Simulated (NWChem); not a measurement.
# PBEOP/6-31G(d,p)/LANL2DZ (core potential, spherical functions) run of GeH3F (fluorogermane)

Aim: the energy change on altering one bond length of GeH3F (fluorogermane) at PBEOP/6-31G**/LANL2DZ (core potential, spherical functions), from 2 runs. 

The results are computed with NWChem 7.3.0.

6 further runs of the same task are left out: 1 that didn't finish, 5 set aside as unsound or not needed.

### 1 Starting point

GeH3F: 5 atoms, total charge 0, spin state singlet. SMILES: `[F][GeH3]`. The shape is that of a PBE0-D4/def2-TZVP optimisation.

Bond lengths: F1–Ge2 1.742 Å, Ge2–H3 1.533 Å, Ge2–H4 1.533 Å, Ge2–H5 1.533 Å. Angles: F1–Ge2–H3 106.2°, F1–Ge2–H4 106.2°, F1–Ge2–H5 106.3°, H3–Ge2–H4 112.5°, H3–Ge2–H5 112.5°, H4–Ge2–H5 112.5°.

### 2 The charge distribution at PBEOP/6-31G(d,p)/LANL2DZ (core potential, spherical functions)

mol.xyz reads:

```xyz
5

F     -1.046500     0.474300     1.162200
Ge     0.068200    -0.041600    -0.072800
H      1.331000    -0.512000     0.658600
H     -0.627800    -1.178000    -0.831200
H      0.325100     1.183600    -0.958100
```

mol.nw reads:

```
start mol
memory total 2200 mb
geometry units angstroms noautosym nocenter noautoz
  load format xyz mol.xyz
end
basis spherical bse
  * library 6-31G** except Ge
  Ge library LANL2DZ
end
ecp bse
  Ge library LANL2DZ
end
dft
  xc pbeop
  grid medium
  direct
  maxiter 200
  mulliken
end
property
  dipole
  efieldgrad
  quadrupole
  electrondensity
  esp
  moldenfile
  molden_norm janpa
end
task dft property
```

On the command line:

```sh
$ nwchem mol.nw > mol.out
```

Log:

```text
[...]
          Wavefunction type:  closed shell.
          No. of atoms     :     5
          No. of electrons :    16
[...]
          Charge           :     0
          Spin multiplicity:     1
[...]
          AO basis - number of functions:    37
[...]
              XC Information
              --------------
                        PBEOP Method XC Functional
          PerdewBurkeErnzerhof Exchange Functional  1.000
                    OP_PBE96 Correlation Potential  1.000
[...]
 d= 0,ls=0.0,diis     1   -105.2542132640 -1.26D+02  5.15D-02  4.51D-01     0.8
[...]
 d= 0,ls=0.0,diis     7   -105.3111288219 -4.59D-08  9.90D-07  4.24D-10     3.6
         Total DFT energy =     -105.311128821911
      One electron energy =     -189.216035996054
           Coulomb energy =       75.344825963604
    Exchange-Corr. energy =      -12.588618819662
 Nuclear repulsion energy =       21.148700030200
[...]
      Total Density - Mulliken Population Analysis
     ---------------------------------------------
    Atom       Charge   Shell Charges
 -----------   ------   -------------------------------------------------------
    1 F    9     9.49   2.00  0.92  3.29  1.06  2.21  0.01
    2 Ge   4     3.17   0.30  1.04  1.42  0.40
    3 H    1     1.12   0.52  0.59  0.01
    4 H    1     1.12   0.52  0.59  0.01
    5 H    1     1.12   0.52  0.59  0.01
[...]
   Dipole moment        1.9963450926 Debye(s)
             DMX        1.2775215191 DMXEFC        0.0000000000
             DMY       -0.5907713722 DMYEFC        0.0000000000
             DMZ       -1.4157406834 DMZEFC        0.0000000000
   -EFC- dipole         0.0000000000 DEBYE(S)
   Total dipole         1.9963450926 DEBYE(S)
[...]
```

Run time: 4.5 s. Hardware: 1 thread of Intel Xeon Platinum 8175M at 2.50GHz (Skylake/Cascade Lake), shared host; peak memory 0.12 GiB.

Atomic charges (e):

```csv
atom,Mulliken,Löwdin
F1,-0.490,-0.430
Ge2,+0.830,+0.820
H3,-0.120,-0.130
H4,-0.120,-0.130
H5,-0.120,-0.130
```

### 3 The distorted shape at the same level

test.nw reads:

```
start test
title "FGeH3 properties"
memory stack 880 mb heap 220 mb global 1100 mb

geometry noautosym nocenter noautoz
 F       -1.303400      -0.750900       2.047500
 Ge      -0.188700      -1.266800       0.812500
 H        1.074100      -1.737200       1.543900
 H       -0.884700      -2.403200       0.054100
 H        0.325100       1.183600      -0.958100
end

basis spherical bse
 F library 6-31G**
 Ge library LANL2DZ
 H library 6-31G**
end

ecp bse
 Ge library LANL2DZ
end

dft
 xc pbeop
 mult 1
 grid medium
 direct
 maxiter 200
 mulliken
end

property
 dipole
 efieldgrad
 quadrupole
 electrondensity
 esp
 moldenfile
 molden_norm janpa
end

task dft property
```

On the command line:

```sh
$ nwchem test.nw > test.out
```

Log:

```text
[...]
          Wavefunction type:  closed shell.
          No. of atoms     :     5
          No. of electrons :    16
[...]
          Charge           :     0
          Spin multiplicity:     1
[...]
          AO basis - number of functions:    37
[...]
              XC Information
              --------------
                        PBEOP Method XC Functional
          PerdewBurkeErnzerhof Exchange Functional  1.000
                    OP_PBE96 Correlation Potential  1.000
[...]
 d= 0,ls=0.0,diis     1   -105.0929451901 -1.25D+02  6.90D-02  5.20D-01     0.7
[...]
 d= 0,ls=0.0,diis    17   -105.1827774519 -9.17D-11  1.58D-07  4.29D-12     7.7
         Total DFT energy =     -105.182777451939
      One electron energy =     -186.039481585965
           Coulomb energy =       73.589242402132
    Exchange-Corr. energy =      -12.442798468601
 Nuclear repulsion energy =       19.710260200495
[...]
      Total Density - Mulliken Population Analysis
     ---------------------------------------------
    Atom       Charge   Shell Charges
 -----------   ------   -------------------------------------------------------
    1 F    9     9.45   2.00  0.93  3.28  1.06  2.18  0.01
    2 Ge   4     3.27   0.31  1.12  1.26  0.57
    3 H    1     1.08   0.51  0.56  0.01
    4 H    1     1.08   0.51  0.56  0.01
    5 H    1     1.11   0.35  0.76  0.00
[...]
   Dipole moment        2.1319015700 Debye(s)
             DMX        0.8470449852 DMXEFC        0.0000000000
             DMY       -1.9408399768 DMYEFC        0.0000000000
             DMZ       -0.2462910513 DMZEFC        0.0000000000
   -EFC- dipole         0.0000000000 DEBYE(S)
   Total dipole         2.1319015700 DEBYE(S)
[...]
```

Run time: 8.4 s. Hardware: 1 thread of Intel Xeon Platinum 8175M at 2.50GHz (Skylake/Cascade Lake), shared host; peak memory 0.12 GiB.

Atomic charges (e):

```csv
atom,Mulliken,Löwdin
F1,-0.450,-0.390
Ge2,+0.730,+0.690
H3,-0.080,-0.100
H4,-0.080,-0.100
H5,-0.110,-0.090
```

### 4 Outcome

Level: PBEOP/6-31G**/LANL2DZ (core potential, spherical functions).

| quantity | value |
| --- | --- |
| first shape: total energy | -105.31113 Eh |
| first shape: dipole moment | 2.00 D |
| first shape: HOMO energy | -7.55 eV |
| first shape: LUMO energy | -0.57 eV |
| first shape: HOMO–LUMO gap | 6.98 eV |
| distorted shape: total energy | -105.18278 Eh |
| distorted shape: dipole moment | 2.13 D |
| distorted shape: HOMO energy | -5.86 eV |
| distorted shape: LUMO energy | -4.16 eV |
| distorted shape: HOMO–LUMO gap | 1.70 eV |
| energy change with the Ge2–H5 bond stretched from 1.533 to 3.067 Å | 3.493 eV |

**Reading.** One bond (distorted shape) is far stretched, which a spin-restricted single reference describes badly; a broken-symmetry solution may lie lower. With the Ge2–H5 bond stretched from 1.533 to 3.067 Å the energy rises by 3.49 eV (337 kJ/mol). The first shape isn't relaxed at this level, so the change isn't measured from a minimum. A restricted reference can't describe the breaking bond well at this length.
